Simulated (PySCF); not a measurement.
# Cl3HHfO: the cost of one run

Computed with PySCF 2.14.0. Level: levels as typed in each script, gas phase, geometry from GFN2-xTB.

### Step 1. Where the work starts

SMILES `O[Hf](Cl)(Cl)Cl`, 6 atoms, charge 0, spin multiplicity 1.

Bond lengths: O1–Hf2 1.834 Å, O1–H6 0.962 Å, Hf2–Cl3 2.244 Å, Hf2–Cl4 2.251 Å, Hf2–Cl5 2.243 Å. Angles: Hf2–O1–H6 127.3°, O1–Hf2–Cl3 118.1°, O1–Hf2–Cl4 101.4°, O1–Hf2–Cl5 118.0°, Cl3–Hf2–Cl4 107.7°, Cl3–Hf2–Cl5 103.2°, Cl4–Hf2–Cl5 107.9°.

As a file:

```mol
Cl3HHfO
  3D, bonds by distance, orders not assigned

  6  5  0  0  0  0  0  0  0  0999 V2000
   -0.6820   -0.0122    1.9160 O   0  0
   -0.0200   -0.0013    0.2060 Hf  0  0
    1.1918    1.7709   -0.4456 Cl  0  0
   -1.9177   -0.0125   -1.0039 Cl  0  0
    1.2258   -1.7460   -0.4530 Cl  0  0
   -1.6063   -0.0181    2.1842 H   0  0
  1  2  8  0
  2  3  8  0
  2  4  8  0
  2  5  8  0
  1  6  8  0
M  END
```

### Step 2. Density, bond paths and surface potential (PBE0/def2-tzvp)

input.py

```python
import numpy as np
from pyscf import gto, scf, dft
from pyscf.scf import atom_ks, atom_hf
from scipy.linalg import block_diag

def solve(mol, dm0=None, hcore=None):
    mf = (dft.UKS if mol.spin else dft.RKS)(mol, xc='pbe0')
    mf.grids.level = 3
    mf = mf.density_fit(auxbasis='def2-universal-jkfit')
    mf.conv_tol, mf.max_cycle = 1e-8, 80
    if hcore is not None:
        mf.get_hcore = lambda *args: hcore
    mf.kernel(dm0)
    if not mf.converged:
        mf = mf.newton().run(mf.mo_coeff, mf.mo_occ, max_cycle=30)
    assert mf.converged, 'SCF not converged'
    return mf

mol = gto.M(atom='''
O     -0.68204    -0.01216     1.91602
Hf    -0.01996    -0.00132     0.20597
Cl     1.19182     1.77086    -0.44558
Cl    -1.91766    -0.01252    -1.00389
Cl     1.22583    -1.74597    -0.45300
H     -1.60634    -0.01806     2.18417
''', basis='def2-tzvp', ecp={'Hf': 'def2-tzvp'}, charge=0, spin=0, verbose=4)
mf = solve(mol)
mf.analyze()
# spherically averaged free atoms, for the promolecule
atom_ks.AtomSphAverageRKS.init_guess_by_vsap = lambda self, mol=None: self.init_guess_by_minao(mol)  # core potentials
atm = atom_ks.get_atm_nrks(mol, xc='pbe0')
pro = block_diag(*[(atm[a[0]][2] * atm[a[0]][3]) @ atm[a[0]][2].T for a in mol._atom])
np.savez('result.npz', e=mf.e_tot, c=mf.mo_coeff, occ=mf.mo_occ, eps=mf.mo_energy, pro=pro, dip=mf.dip_moment(verbose=0), s2=mf.spin_square()[0])
```

On the command line:

```console
OMP_NUM_THREADS=1 python input.py
```

**Question.** How long does this run take on 1 thread of Intel Xeon 6975P-C (Granite Rapids), shared host, and how much memory does it need?

About 11 s, with a peak of 0.72 GiB.
